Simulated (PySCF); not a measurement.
# Ways to converge the SCF of VRe (triplet)

Do solver options change the result for VRe (triplet), or only the number of cycles?

Method: method and basis as typed in the scripts; program: PySCF 2.14.0.

7 further runs of the same task are left out: 4 that didn't finish, 3 set aside as unsound or not needed.

### Step 1. Starting geometry

VRe (triplet): 2 atoms, charge 0, spin multiplicity 3.

Bond lengths: V1–Re2 2.604 Å.

### Step 2. The run that the others are compared with

The input, input.py:

```python
from pyscf import gto, scf, mp

mol = gto.M(
    atom='V 0 0 0; Re 0 0 2.604',
    basis='lanl2dz',
    ecp={'V': 'lanl2dz', 'Re': 'lanl2dz'},
    charge=0,
    spin=2,
    verbose=4,
)
mf = scf.ROHF(mol)
mf.level_shift = 0.3
mf = mf.newton()
mf.kernel()
mp.MP2(mf).kernel()
mf.dip_moment()
print('orbital energies (hartree):', mf.mo_energy[..., max(0, mol.nelec[1]-3):mol.nelec[0]+3].round(4))
```

Run with:

```
$ python input.py
```

The log of this run is left out.

In short: E(SCF) = -148.633289 Eh, 9 macro-iterations, E(MP2) − E(SCF) = -0.29768 Eh, μ = 0.24 D (of the SCF density).

The bond length is a typed value, not an optimised one. On these ROHF orbitals the MP2 class gives a UMP2 expression without the singles term, not ROMP2. No search for the lowest state was made; open d or f shells can end in a higher solution. The triplet is typed in the script; nothing here shows that it is the ground state.

### Step 3. DIIS space 4

Variant 1 changes DIIS space: default → 4.

The input, input.py:

```python
from pyscf import gto, scf, mp

mol = gto.M(
    atom='V 0 0 0; Re 0 0 2.604',
    basis='lanl2dz',
    ecp={'V': 'lanl2dz', 'Re': 'lanl2dz'},
    charge=0,
    spin=2,
    verbose=4,
)
mf = scf.ROHF(mol)
mf.level_shift = 0.3
mf.diis_space = 4
mf = mf.newton()
mf.kernel()
mp.MP2(mf).kernel()
mf.dip_moment()
print('orbital energies (hartree):', mf.mo_energy[..., max(0, mol.nelec[1]-3):mol.nelec[0]+3].round(4))
```

Run with:

```
$ python input.py
```

### Step 4. Point-group symmetry on

Variant 2 changes point-group symmetry: off → on.

Edit input.py of step 2 so:

```diff
@@ -8,2 +8,3 @@
     spin=2,
+    symmetry=True,
     verbose=4,
```

### Step 5. Damping 0.2

Variant 3 changes damping: none → 0.2.

Edit input.py of step 2 so:

```diff
@@ -12,2 +12,3 @@
 mf.level_shift = 0.3
+mf.damp = 0.2
 mf = mf.newton()
```

What does the calculation give? Wanted: for each run, E(SCF); from base; SCF dipole; after the SCF.

As calculated:

| run | E(SCF) (hartree) | from base (eV) | cycles | SCF dipole (D) | after the SCF |
| --- | --- | --- | --- | --- | --- |
| base | -148.633289 | 0 | 9 macro | 0.24 | MP2 correlation -8.100 eV |
| DIIS space 4 | -148.633289 | 0.0000 | 9 macro | 0.24 | MP2 correlation -8.100 eV |
| point-group symmetry on | -148.633289 | 0.0000 | 10 macro | 0.24 | MP2 correlation -8.100 eV |
| damping 0.2 | -148.633289 | 0.0000 | 9 macro | 0.24 | MP2 correlation -8.100 eV |

Distance from each run's final energy (log10 hartree) by cycle:

| run | cycle 1 | cycle 2 | cycle 3 | cycle 5 | cycle 8 | cycle 12 |
| --- | --- | --- | --- | --- | --- | --- |
| base | 0.8 | 0.4 | -0.1 | -1.2 | -9.8 | done |
| DIIS space 4 | 0.8 | 0.4 | -0.1 | -1.2 | -9.8 | done |
| point-group symmetry on | 0.8 | 0.4 | 0.0 | -1.3 | -4.2 | done |
| damping 0.2 | 0.8 | 0.4 | -0.1 | -1.2 | -9.8 | done |

In words: With DIIS space 4 or point-group symmetry on or damping 0.2 the SCF ends at the base energy. The cycles with DIIS space 4 or damping 0.2 repeat those of the base digit for digit, so the setting never acted.
